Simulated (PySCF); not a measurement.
# Ta⁶⁵⁺: dipole response in even-tempered 18s13p6d5f4g

How polarisable is Ta⁶⁵⁺ at the levels listed below?

Method: unrestricted determinants in a Gaussian basis, no spin-orbit coupling in the energies. Code: PySCF 2.14.0.

## Step 1: The system

```
Element     : tantalum (Z = 73)
Basis       : an even-tempered Gaussian basis (18 s from 42 bohr⁻², ratio 2.2; 13 p from 54 bohr⁻², ratio 2.2; 6 d from 210 bohr⁻², ratio 2.4; 5 f from 320 bohr⁻², ratio 2.4; 4 g from 480 bohr⁻², ratio 2.4)
Hamiltonian : scalar relativity by spin-free X2C-1e
State 1     : Ta⁶⁵⁺: [He] 2s2 2p4, high-spin 3P determinant
Methods     : UHF, PBE0
```

Outer shells as boxes (Hund's rule):

Ta65+ [He] 2s2 2p4
```
[He] core
2s [↑↓]
2p [↑↓][↑ ][↑ ]
```

The runs were made by one driver on top of PySCF. The scripts below sum up each run's settings (the driver also hands on starting orbitals that pick excited configurations, and frozen orbitals as a list rather than a count), and the logs come from the driver's own runs. The driver starts from symmetry-adapted Hartree-Fock orbitals, holds the occupation by maximum overlap and uses a logarithmic radial grid for functionals, so a plain start would take other cycles.

The integrals over 158 functions and the set-up took 1.8 s of CPU time.

## Step 2: Ta⁶⁵⁺

#### UHF

Input file input.py:

```python
from pyscf import gto, scf, dft, mp, cc
mol = gto.M(atom="Ta 0 0 0", charge=65, spin=2, symmetry="D2h",
            basis=gto.etbs([(0, 18, 42, 2.2), (1, 13, 54, 2.2), (2, 6, 210, 2.4), (3, 5, 320, 2.4), (4, 4, 480, 2.4)]),
            nucmod="G")
mf = scf.UHF(mol).sfx2c1e()
mf.irrep_nelec = {'Ag': (2, 2), 'B1u': (1, 0), 'B2u': (1, 1), 'B3u': (1, 0)}
mf.kernel()
```

What it wrote:

```text
damping factor = 0
level_shift factor = 0
DIIS = <class 'pyscf.scf.diis.CDIIS'>
diis_start_cycle = 1
diis_space = 10
diis_damp = 0
SCF conv_tol = 1e-09
SCF conv_tol_grad = None
number electrons alpha = 5  beta = 3
cycle= 1 E= -9575.66395861265  delta_E= -0.00604  |g|= 0.0437  |ddm|= 0.00259
cycle= 2 E= -9575.66396129341  delta_E= -2.68e-06  |g|= 0.000986  |ddm|= 6.74e-05
cycle= 3 E= -9575.66396129489  delta_E= -1.48e-09  |g|= 2.4e-06  |ddm|= 1.72e-06
cycle= 4 E= -9575.66396129489  delta_E= 3.64e-12  |g|= 1.28e-08  |ddm|= 4.58e-09
converged SCF energy = -9575.66396129489  <S^2> = 2.0000249  2S+1 = 3.0000166
```

CPU time 48 s on a shared host, the integrals not counted.

The occupied shells:

| shell | electrons | mean orbital energy (eV) | spread (eV) | rms radius (bohr) |
| --- | --- | --- | --- | --- |
| 1s α | 1 | -74257.3 | 0 | 0.0211 |
| 1s β | 1 | -74194.1 | 0 | 0.0211 |
| 2s α | 1 | -17610.4 | 0 | 0.0830 |
| 2s β | 1 | -17484.1 | 0 | 0.0830 |
| 2p α | 3 | -16276.3 | 41.960 | 0.0747 |
| 2p β | 1 | -16207.0 | 0 | 0.0747 |

⟨S²⟩ = 2.000, ⟨L²⟩ = 2.00.

The driver then solved the coupled dipole response at imaginary frequencies: mean α = 6.809e-05 bohr³ (xx, yy, zz: 8.850e-05, 2.725e-05, 8.850e-05), C₆ = 4.475e-07 au for a like pair.

Spin-orbit coupling is strong in this species (close to jj coupling), so the high-spin LS determinant is a model state, not a physical level.

#### PBE0

Changes to input.py:

```diff
@@ -4,3 +4,3 @@
             nucmod="G")
-mf = scf.UHF(mol).sfx2c1e()
+mf = dft.UKS(mol, xc="PBE0").sfx2c1e()
 mf.irrep_nelec = {'Ag': (2, 2), 'B1u': (1, 0), 'B2u': (1, 1), 'B3u': (1, 0)}
```

What it wrote:

```text
damping factor = 0
level_shift factor = 0
DIIS = <class 'pyscf.scf.diis.CDIIS'>
diis_start_cycle = 1
diis_space = 10
diis_damp = 0
SCF conv_tol = 1e-09
SCF conv_tol_grad = None
number electrons alpha = 5  beta = 3
XC functionals = PBE0
    C. Adamo and V. Barone.,  J. Chem. Phys. 110, 6158 (1999)
    M. Ernzerhof and G. E. Scuseria.,  J. Chem. Phys. 110, 5029 (1999)
cycle= 1 E= -9576.30582415551  delta_E= -0.00952  |g|= 0.0209  |ddm|= 0.00456
cycle= 2 E= -9576.30582456985  delta_E= -4.14e-07  |g|= 0.000202  |ddm|= 3.05e-05
cycle= 3 E= -9576.30582456991  delta_E= -5.64e-11  |g|= 1.51e-06  |ddm|= 3.34e-07
converged SCF energy = -9576.30582456991  <S^2> = 2.0000133  2S+1 = 3.0000089
```

It used 43 s of CPU time after the integrals (shared host).

The driver then solved the coupled dipole response at imaginary frequencies: mean α = 6.792e-05 bohr³ (xx, yy, zz: 8.823e-05, 2.731e-05, 8.823e-05), C₆ = 4.464e-07 au for a like pair.

Radial density 4πr²ρ of Ta⁶⁵⁺ at UHF, without picture-change correction:

```csv
r (bohr),density,spin density
0.000409,3.30,0.000
0.000687,6.82,0.000
0.00116,13.7,0.002
0.00194,26.5,0.009
0.00327,47.5,0.046
0.00550,75.2,0.227
0.00925,96.5,1.072
0.0156,89.7,4.381
0.0262,65.5,13.668
0.0440,76.1,26.399
0.0741,71.9,22.296
0.125,16.0,4.619
0.210,0.302,0.088
0.352,0.000124,0.000
```

## Step 3: The response side by side

Ta⁶⁵⁺, in atomic units:

```
method     mean α  C₆ (like pair)      S(−4)
   UHF  6.809e-05       4.475e-07  1.782e-08
  PBE0  6.792e-05       4.464e-07  1.789e-08
```

α(iu) at PBE0:

| u (hartree) | α(iu) (bohr³) |
| --- | --- |
| 0 | 6.792e-05 |
| 10.0 | 6.620e-05 |
| 20.0 | 6.179e-05 |
| 40.0 | 5.076e-05 |
| 60.0 | 4.210e-05 |
| 80.0 | 3.645e-05 |
| 100 | 3.273e-05 |
| 150 | 2.739e-05 |
| 200 | 2.415e-05 |
| 300 | 1.939e-05 |
| 500 | 1.262e-05 |

## Step 4: Outcome

| quantity | value |
| --- | --- |
| α of Ta⁶⁵⁺ | 6.792e-05 (PBE0) to 6.809e-05 (UHF) bohr³ |

In words: A single London oscillator with the computed α and C₆ of Ta⁶⁵⁺ at UHF would have ω = 4 C₆ / (3 α²) = 129 hartree. The basis is finite, and no extrapolation was made.
